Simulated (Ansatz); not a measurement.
# TaHPd (element-swapped structure): how the settings move a single-point run

How sensitive is a single-point run of TaHPd (element-swapped structure) to its settings? A reference run comes first, then four runs with altered input.

Computed with Ansatz 0.2.0 (reference: DFT r2SCAN, plane waves, PAW, scalar-relativistic, no spin polarisation, unless a step's input says otherwise).

### 1 The system as given

The structure is tetragonal, space group P4/nmm (No. 129). Conventional cell: a = 3.063 Å, b = 3.063 Å, c = 7.755 Å, α = 90.00°, β = 90.00°, γ = 90.00°. Pd (site symmetry 4mm) is surrounded by 1 H at 2.19 Å. Ta (site symmetry 4mm) is surrounded by 5 H at 2.19 to 2.20 Å. H (site symmetry 4mm) is surrounded by 5 Ta at 2.19 to 2.20 Å and 1 Pd at 2.19 Å.

Coordinates:

```cif
data_structure
_symmetry_space_group_name_H-M 'P4/nmm:1'
_symmetry_Int_Tables_number 129
_cell_length_a 3.0631
_cell_length_b 3.0631
_cell_length_c 7.7546
_cell_angle_alpha 90.000
_cell_angle_beta 90.000
_cell_angle_gamma 90.000
_cell_volume 72.76
loop_
_atom_site_label
_atom_site_type_symbol
_atom_site_symmetry_multiplicity
_atom_site_Wyckoff_symbol
_atom_site_fract_x
_atom_site_fract_y
_atom_site_fract_z
_atom_site_occupancy
Pd1 Pd 2 c 0.00000 0.50000 0.90000 1
Ta1 Ta 2 c 0.00000 0.50000 0.33500 1
H1 H 2 c 0.00000 0.50000 0.61700 1
```

### 2 Baseline

Contents of input.yaml:

```yaml
crystal:
  lattice:
    - [3.063053, 0.0, 0.0]
    - [0.0, 3.063053, 0.0]
    - [0.0, 0.0, 7.754565]
  atoms:
    - { symbol: Pd, position: [0.0, 0.5, 0.9] }
    - { symbol: Pd, position: [0.5, 0.0, 0.1] }
    - { symbol: Ta, position: [0.0, 0.5, 0.335] }
    - { symbol: Ta, position: [0.5, 0.0, 0.665] }
    - { symbol: H, position: [0.0, 0.5, 0.617] }
    - { symbol: H, position: [0.5, 0.0, 0.383] }
  symmetry: { tolerance: 0.0003 }
kpoints:
  mp_grid: { grid: [6, 6, 3], shift: [0, 0, 0] }
magnetization:
  spin_polarized: false
scf:
  occupations: { method: fermi_dirac }
hamiltonian:
  pseudopotentials: { kind: paw }
  xc: r2scan
basis:
  ecutwfc: 500
output:
  forces: true
  stress: true
  eigenvalues: true
```

Launch:

```
ansatz run input.yaml --threads 1 --pin off --max-ram 2560MiB --backend cpu --events-out ev --progress --plain --runs-dir out
```

What it wrote, cut to the lines that bear on the results:

```text
Warning: RAYON_NUM_THREADS=1 ignored (pool sized by the plan → 1); use --threads N
[...]
Pseudopotentials: kind: paw
Pseudopotential: Pd, paw, valence charge 18, recommended cutoff 500 eV (meta_gga), Pd.paw.azcp
Pseudopotential: Ta, paw, valence charge 13, recommended cutoff 500 eV (meta_gga), Ta.paw.azcp
Pseudopotential: H, paw, valence charge 1, recommended cutoff 500 eV (meta_gga), H.paw.azcp
Functional definition: r2SCAN
[...]
Crystal: 6 atoms, lattice volume = 72.756 Å³
Basis set: ecut = 500 eV, 1837 PW (Γ), exchange–correlation on 96×96×240 points (64 copies of the dense FFT grid, shifted against one another)
Bands: 39, of which v1, the nominal top of the filled ones, is band 32 counted from 1 (31 counted from 0)
Symmetry: 16 space group operations
Space group: P4/nmm (ITA 129), of the structure as read, at distance tolerance 1.3e-3 Å
k-points: 20 of 108
[...]
SCF iter   1: F=—  HF=-33892.829415 eV  |F-HF|=—  |Δ(HF+E_count)|=         —  Δρ=1.51e-2  dr2=2.69e-1  dr2_τ=6.10e-2  ethr=1.77e-3  ⟨swp⟩=5.6  Hψ=2808  notcnv=0
[...]
SCF iter   9: F=-33892.878240 eV  HF=-33892.878240 eV  |F-HF|=9.77e-9  |Δ(HF+E_count)|=   1.03e-8  Δρ=2.33e-6  dr2=1.27e-8  dr2_τ=3.47e-10  ethr=1.56e-10  ⟨swp⟩=5.2  Hψ=2610  notcnv=0
the search or the solves at the SCF's close seem to have found levels that the self-consistency loop had missed (the run counts 1). By its estimate they hold under 1e-12 electrons; where the run keeps them, the occupations were computed again with them
[...]
SCF converged after 9 iterations
Free energy (F): -33892.878240 eV
[...]
E sigma→0 (E₀):  -33892.825016 eV
Entropy (-TS):   -0.106450 eV (-17.742 meV/atom)
Fermi energy:    18.166802 eV
[...]
--- Forces (eV/Å), atoms counted from 1 ---
  atom   1  Pd     0.00000000     0.00000000    -1.37057313
  atom   2  Pd     0.00000000     0.00000000     1.37057313
  atom   3  Ta     0.00000000     0.00000000     0.81021609
  atom   4  Ta     0.00000000     0.00000000    -0.81021609
  atom   5  H      0.00000000     0.00000000    -0.27405527
  atom   6  H      0.00000000     0.00000000     0.27405527
[...]
--- Stress (GPa, compression-positive) ---
      -11.915726       0.000000       0.000000
        0.000000     -11.915726       0.000000
        0.000000       0.000000      -7.724405
  P = ⅓ Tr σ = -10.5186 GPa (-105.186 kbar)
--- Band table (eV; the first three rows and the last of 20) ---
[...]
```

Run time: 17 s. Hardware: 1 thread of Arm Neoverse N1, shared host; peak memory 0.51 GiB.

### 3 Changed: occupations.method tetrahedron, accuracy high

input.yaml: that of step 2 with these lines changed.

```diff
@@ -18,3 +18,3 @@
 scf:
-  occupations: { method: fermi_dirac }
+  occupations: { method: tetrahedron }
 hamiltonian:
@@ -28 +28,6 @@
   eigenvalues: true
+  write_density: true
+  write_potential: true
+  elf: true
+  volumetric_format: npy
+accuracy: high
```

Launch:

```
ansatz run input.yaml --threads 1 --pin off --max-ram 2560MiB --backend cpu --events-out ev --progress --plain --runs-dir out
```

What it wrote, cut to the lines that bear on the results:

```text
Warning: output.forces, output.stress, relax.cell or npt_langevin: where a Kohn–Sham band that disperses or a degenerate level is filled in part under the method tetrahedron, the forces or the stress that this run publishes need not agree with its energy (scf.occupations.method in the [...]
Warning: RAYON_NUM_THREADS=1 ignored (pool sized by the plan → 1); use --threads N
band count auto-derived: 40 (N_el = 64.0; filled up to band 32; 39 by the electrons, moments and atoms)
[...]
Pseudopotentials: kind: paw
Pseudopotential: Pd, paw, valence charge 18, recommended cutoff 500 eV (meta_gga), Pd.paw.azcp
Pseudopotential: Ta, paw, valence charge 13, recommended cutoff 500 eV (meta_gga), Ta.paw.azcp
Pseudopotential: H, paw, valence charge 1, recommended cutoff 500 eV (meta_gga), H.paw.azcp
Functional definition: r2SCAN
[...]
Crystal: 6 atoms, lattice volume = 72.756 Å³
Basis set: ecut = 500 eV, 1837 PW (Γ), exchange–correlation on 135×135×360 points (125 copies of the dense FFT grid, shifted against one another)
[...]
SCF converged after 11 iterations
Stability not checked: this state was not tested for a lower state beside it, because cold or Methfessel-Paxton smearing, or corrected tetrahedra, fill the levels in a way that the test cannot read (fill_not_monotonic; see scf.lower_state_search)
Free energy (F): -33892.866884 eV
[...]
E sigma→0 (E₀):  -33892.866884 eV
Entropy (-TS):   -0.011288 eV (-1.881 meV/atom)
Fermi energy:    18.256636 eV
[...]
--- Forces (eV/Å), atoms counted from 1 ---
  atom   1  Pd     0.00000000     0.00000000    -1.44762617
  atom   2  Pd     0.00000000     0.00000000     1.44762617
  atom   3  Ta     0.00000000     0.00000000     0.74908370
  atom   4  Ta     0.00000000     0.00000000    -0.74908370
  atom   5  H     -0.00000000     0.00000000    -0.27055158
  atom   6  H     -0.00000000     0.00000000     0.27055158
[...]
--- Stress (GPa, compression-positive) ---
      -11.874776       0.000000       0.000000
        0.000000     -11.874776       0.000000
        0.000000       0.000000      -8.173553
  P = ⅓ Tr σ = -10.6410 GPa (-106.410 kbar)
--- Band table (eV; the first three rows and the last of 20) ---
[...]
```

Wall time 23 s (1 thread of Arm Neoverse N1, shared host); peak memory 0.78 GiB.

Changing the smearing and accuracy level moves the energy by -7.0 meV/atom (σ→0 values), and the largest force goes from 1.37 to 1.45 eV/Å.

### 4 Changing settings: xc rpbe, ecutrho_ratio 8

input.yaml: that of step 2 with these lines changed.

```diff
@@ -21,5 +21,6 @@
   pseudopotentials: { kind: paw }
-  xc: r2scan
+  xc: rpbe
 basis:
   ecutwfc: 500
+  ecutrho_ratio: 8
 output:
```

Launch:

```
ansatz run input.yaml --threads 1 --pin off --max-ram 2560MiB --backend cpu --events-out ev --progress --plain --runs-dir out
```

What it wrote:

```text
Warning: RAYON_NUM_THREADS=1 ignored (pool sized by the plan → 1); use --threads N
Engine: ansatz 0.2.0, aarch64-unknown-linux-gnu
Pseudopotentials: kind: paw
Pseudopotential: Pd, paw, valence charge 18, recommended cutoff 420 eV (normal), Pd.paw.azcp
Pseudopotential: Ta, paw, valence charge 13, recommended cutoff 420 eV (normal), Ta.paw.azcp
Pseudopotential: H, paw, valence charge 1, recommended cutoff 420 eV (normal), H.paw.azcp
Functional definition: RPBE
  parameter kappa = 0.804
  parameter beta = 0.06672455060314922
  exchange = rpbe_x(kappa = kappa, mu = beta*pi^2/3)
  correlation = pbe_c(beta = beta)
Crystal: 6 atoms, lattice volume = 72.756 Å³
Basis set: ecut = 500 eV, 1837 PW (Γ), exchange–correlation on 64×64×160 points (8 copies of the dense FFT grid, shifted against one another)
Bands: 39, of which v1, the nominal top of the filled ones, is band 32 counted from 1 (31 counted from 0)
Symmetry: 16 space group operations
Space group: P4/nmm (ITA 129), of the structure as read, at distance tolerance 1.3e-3 Å
k-points: 20 of 108
Non-local potential: Pd, projectors of the file, l = 0: 2, l = 1: 2, l = 2: 2, l = 3: 1
Non-local potential: Ta, projectors of the file, l = 0: 3, l = 1: 2, l = 2: 2, l = 3: 1
Non-local potential: H, projectors of the file, l = 0: 2, l = 1: 1
PAW form: soft (Blöchl's): semilocal exchange-correlation on the pseudo side does not see the compensation charge
PAW frozen core: Pd, regenerated for the run's functional, and the local potential with it (the file was generated under x = pbe(κ = 0.804, μ = 0.2195149727645171), c = pbe(β = 0.06672455060314922))
PAW frozen core: Ta, regenerated for the run's functional, and the local potential with it (the file was generated under x = pbe(κ = 0.804, μ = 0.2195149727645171), c = pbe(β = 0.06672455060314922))
PAW one-centre angular grid: Pd, 590 points (default); XC on 64 Gauss nodes
PAW one-centre angular grid: Ta, 590 points (default); XC on 64 Gauss nodes
PAW one-centre angular grid: H, 110 points (default); XC on 64 Gauss nodes
Initial density: superposition of atomic densities (neutral atoms: chi_scale 0, normalization atom), corrected by the library's trained network
Initial wavefunctions: pseudopotential atomic-orbital guess
Functional: x = rpbe, c = pbe(β = 0.06672455060314922)
SCF iter   1: F=—  HF=-33883.391518 eV  |F-HF|=—  |Δ(HF+E_count)|=         —  Δρ=7.25e-3  dr2=4.25e-2  ethr=1.77e-3  ⟨swp⟩=5.2  Hψ=2733  notcnv=0
preconditioner: auto → Kerker (q_TF=auto, 2.671 Å⁻¹)  [metal: Δε(μ)=0.040 eV  Ē_g=5.761 eV  σ=0.100 eV  W_gap=0.10  n_scr=26 (ndim 8)  ℏωp=24.6 eV  f_vac=0.000  D(μ)=3.66/eV (n_scr^D=38)]
SCF iter   2: F=—  HF=-33883.391274 eV  |F-HF|=—  |Δ(HF+E_count)|=   2.44e-4  Δρ=4.02e-3  dr2=1.41e-2  ethr=6.65e-5  ⟨swp⟩=1.3  Hψ=958  notcnv=0
SCF iter   3: F=—  HF=-33883.390807 eV  |F-HF|=—  |Δ(HF+E_count)|=   4.68e-4  Δρ=7.01e-4  dr2=1.01e-3  ethr=2.20e-5  ⟨swp⟩=2.0  Hψ=1050  notcnv=0
SCF iter   4: F=—  HF=-33883.390736 eV  |F-HF|=—  |Δ(HF+E_count)|=   7.09e-5  Δρ=1.97e-4  dr2=6.98e-5  ethr=1.58e-6  ⟨swp⟩=2.0  Hψ=1020  notcnv=0
SCF iter   5: F=—  HF=-33883.390726 eV  |F-HF|=—  |Δ(HF+E_count)|=   9.61e-6  Δρ=5.14e-5  dr2=7.19e-6  ethr=1.09e-7  ⟨swp⟩=2.2  Hψ=1078  notcnv=0
SCF iter   6: F=—  HF=-33883.390726 eV  |F-HF|=—  |Δ(HF+E_count)|=   4.97e-7  Δρ=1.54e-5  dr2=1.34e-7  ethr=1.12e-8  ⟨swp⟩=1.4  Hψ=792  notcnv=0
SCF iter   7: F=-33883.390726 eV  HF=-33883.390726 eV  |F-HF|=1.13e-8  |Δ(HF+E_count)|=   5.28e-9  Δρ=4.02e-6  dr2=1.72e-8  ethr=1.56e-10  ⟨swp⟩=5.1  Hψ=2803  notcnv=0
SCF 1 converged in 7 iterations: F = -33883.390726 eV  dr2 = 1.72e-8
SCF converged after 7 iterations
Free energy (F): -33883.390726 eV
Harris-Foulkes:  -33883.390726 eV  (|F-HF|=1.13e-8)
Internal energy: -33883.272838 eV  (E = F + TS)
E sigma→0 (E₀):  -33883.331782 eV
Entropy (-TS):   -0.117887 eV (-19.648 meV/atom)
Fermi energy:    18.362678 eV
--- Per-component energies (eV) ---
  E_band       = -569.980553
  E_kinetic    = 1784.461463
  E_local      = -6316.568000  (includes V_loc(G=0)·N_el)
  E_nonlocal   = 458.144234
  E_hartree    = 2620.524612
  E_xc         = -793.897326
  E_vxc        = -855.171426  (∫ρ·V_xc dr)
  E_paw        = -24332.940639  (= ΣΔE_a)
  E_vpaw       = -881.887300  (= ΣTr[D̂ρ^β])
  E_aug_tail   = -0.000003  (compensation charges beyond the density's cutoff)
  E_ewald      = -7302.723843
  E_core_change = -0.273336  (= ΣΔE_core)
  E_smearing   = -0.117887  (= −TS)
  E_closure    = 0.000000  (closes the sum)
  Σ components = -33883.390726   (vs F -33883.390726, Δ=0.00e0)
--- Forces (eV/Å), atoms counted from 1 ---
  atom   1  Pd     0.00000000     0.00000000    -1.45126030
  atom   2  Pd     0.00000000     0.00000000     1.45126030
  atom   3  Ta     0.00000000     0.00000000     0.91071055
  atom   4  Ta     0.00000000     0.00000000    -0.91071055
  atom   5  H     -0.00000000     0.00000000    -0.29745062
  atom   6  H      0.00000000     0.00000000     0.29745062
  max |Σ_I F_I| component: 3.89e-16 eV/Å
--- Stress (GPa, compression-positive) ---
       -3.776760       0.000000       0.000000
        0.000000      -3.776760       0.000000
        0.000000       0.000000      -0.700212
  P = ⅓ Tr σ = -2.7512 GPa (-27.512 kbar)
--- Band table (eV; the first three rows and the last of 20) ---
  k-point 0: bands = ["-66.3119", "-66.2560", "-50.0428", "-50.0309", "-32.1609", "-32.0388", "-32.0388", "-31.9962", "-31.8785", "-31.8785", "-16.6603", "-16.4730", "-16.2958", "-16.2958", "-16.2505", "-16.2505", "8.1823", "10.0067", "12.4268", "13.0100", "13.1146", "14.8825", "14.9811", "14.9811", "15.5528", "16.1552", "16.2149", "16.2621", "16.2621", "17.0890", "17.4244", "17.9317", "18.3639", "19.4821", "19.4821", "21.6247", "21.8319", "21.8319", "22.0963"]
  k-point 1: bands = ["-66.3119", "-66.2560", "-50.0429", "-50.0309", "-32.1609", "-32.0388", "-32.0388", "-31.9962", "-31.8785", "-31.8785", "-16.6591", "-16.4743", "-16.2959", "-16.2959", "-16.2505", "-16.2505", "8.3141", "9.8250", "12.2745", "13.0183", "13.1420", "14.7186", "14.9868", "14.9868", "15.5540", "16.2264", "16.2264", "16.5266", "16.6832", "17.0859", "17.1793", "17.4398", "19.2122", "19.7629", "19.7629", "21.3658", "21.3658", "21.6603", "22.0616"]
  k-point 2: bands = ["-66.3072", "-66.2587", "-50.0369", "-50.0265", "-32.1605", "-32.0843", "-32.0267", "-31.9662", "-31.8941", "-31.8879", "-16.6412", "-16.4876", "-16.3900", "-16.3603", "-16.2833", "-16.2440", "8.7404", "10.5209", "12.7411", "13.1124", "13.4618", "14.8446", "14.9093", "14.9184", "15.1113", "16.0741", "16.3562", "16.3609", "16.5345", "16.8092", "17.3017", "17.5949", "18.3312", "19.8065", "19.9450", "20.9983", "21.0975", "21.2319", "21.7812"]
  k-point 19: bands = ["-66.2759", "-66.2759", "-49.9956", "-49.9956", "-32.1293", "-32.1293", "-32.0668", "-32.0668", "-31.9100", "-31.9100", "-16.6811", "-16.6811", "-16.6048", "-16.6048", "-16.4813", "-16.4813", "10.7111", "10.7111", "13.3259", "13.3259", "13.6516", "13.6516", "14.6028", "14.6028", "16.7393", "16.7393", "16.8399", "16.8399", "17.1437", "17.1437", "18.3107", "18.3107", "20.3462", "20.3462", "22.2239", "22.2239", "23.6203", "23.6203", "24.1311"]
```

It took 6.8 s on 1 thread of Arm Neoverse N1, shared host; peak memory 0.42 GiB.

A change of functional puts the total energy on another scale; the pressure goes from -10.5 to -2.8 GPa and the largest force goes from 1.37 to 1.45 eV/Å. The numerical grids changed too. Cost: 7 SCF cycles against 9, 6.8 s against 17 s.

[end of part 1 of 2]
